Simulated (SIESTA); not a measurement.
# Cu3Ni: single point with PBEsol

Cu3Ni:

```
Cu Ni
1.0
     1.31616   -2.06036    0.00000
     1.31616    2.06036    0.00000
     0.00000    0.00000    8.24586
Cu Ni
3 1
Direct
  0.49254 0.49722 0.23970
  0.98801 0.97728 0.50334
  0.50921 0.50559 0.75538
  0.98787 0.00911 0.00424
```

The cell comes from a database or a generator and needn't be the stable form of this composition.

The cell isn't the ideal one: atoms moved at random, drawn with an rms of 0.05 Å.

| Quantity | Value |
| --- | --- |
| Program | SIESTA 5.4.2 |
| Task | single point |
| Functional | PBEsol |
| Potentials or basis | PseudoDojo 0.4 standard (PBEsol files) |
| Basis | DZP (energy shift 0.003 Ry; two zetas on semicore shells) |
| Grid cutoff | 800 Ry |
| Energy shift | 0.003 Ry |
| k mesh | 12 × 12 × 4 |
| Occupations | fermi-dirac, width 0.05 eV |
| Spin | collinear spin, ferromagnetic start |
| Starting moments | [0.6, 0.6, 0.6, 1.0] μB |

```
Pressure               : -1.7 GPa
Largest force          : 0.935 eV/Å
Band gap on the k mesh : none (metal or under the smearing width)
Net moment             : 0.00 μB per cell
```

Forces in eV/Å, atoms in the order of the input:
```
Cu  -0.004 -0.012  0.935
Cu   0.149 -0.010 -0.348
Cu  -0.148 -0.008  0.070
Ni   0.002  0.032 -0.657
```

Stress tensor (GPa, compression positive):
```
-0.47 -0.01  0.04
-0.01 -3.54 -0.03
 0.04 -0.03 -1.03
```

Levels at points of the mesh, in eV from the Fermi level:
Spin up:
| k point | band 35 | band 36 | band 37 | band 38 | band 39 | band 40 |
| --- | --- | --- | --- | --- | --- | --- |
| (0.00, 0.00, 0.00) | -1.94 | -1.87 | -1.11 | -0.96 | -0.37 | -0.31 |
| (0.50, 0.00, 0.00) | -0.56 | -0.28 | -0.13 | -0.03 | 0.92 | 1.48 |
| (0.00, 0.50, 0.00) | -0.56 | -0.28 | -0.14 | -0.03 | 0.93 | 1.47 |
| (0.50, 0.50, 0.00) | -0.63 | -0.60 | 0.18 | 2.93 | 3.29 | 4.42 |
| (0.00, 0.00, 0.50) | -1.94 | -1.80 | -1.70 | -1.11 | -0.37 | -0.34 |
| (0.50, 0.00, 0.50) | -0.60 | -0.05 | 0.31 | 0.45 | 0.78 | 1.41 |
| (0.00, 0.50, 0.50) | -0.60 | -0.05 | 0.29 | 0.48 | 0.78 | 1.40 |
| (0.50, 0.50, 0.50) | -0.67 | 0.18 | 0.54 | 0.82 | 4.49 | 5.08 |
Spin down:
```tsv
k point	band 33	band 34	band 35	band 36	band 37	band 38	band 39	band 40	band 41	band 42
(0.00, 0.00, 0.00)	-2.00	-1.99	-1.94	-1.87	-1.11	-0.96	-0.37	-0.31	4.56	14.61
(0.50, 0.00, 0.00)	-1.13	-0.87	-0.56	-0.28	-0.13	-0.03	0.92	1.48	5.85	6.11
(0.00, 0.50, 0.00)	-1.12	-0.88	-0.56	-0.28	-0.14	-0.03	0.93	1.47	5.84	6.10
(0.50, 0.50, 0.00)	-1.39	-1.03	-0.63	-0.59	0.18	2.93	3.29	4.42	5.12	5.87
(0.00, 0.00, 0.50)	-2.00	-1.98	-1.94	-1.80	-1.70	-1.11	-0.37	-0.34	7.40	8.78
(0.50, 0.00, 0.50)	-1.61	-1.59	-0.60	-0.05	0.31	0.45	0.78	1.41	6.84	7.05
(0.00, 0.50, 0.50)	-1.61	-1.59	-0.60	-0.05	0.29	0.48	0.78	1.40	6.83	6.98
(0.50, 0.50, 0.50)	-1.39	-0.70	-0.67	0.18	0.54	0.82	4.49	5.08	5.52	6.15
```

Wall time 5.7 min on 1 thread of Intel(R) Xeon(R) 6975P-C (Granite Rapids) (shared host), peak memory 0.39 GiB.

Caveat: short orbitals over semicore shells can move pressures by several GPa; the basis of atomic orbitals isn't converged, which shifts pressures, moduli and gaps.
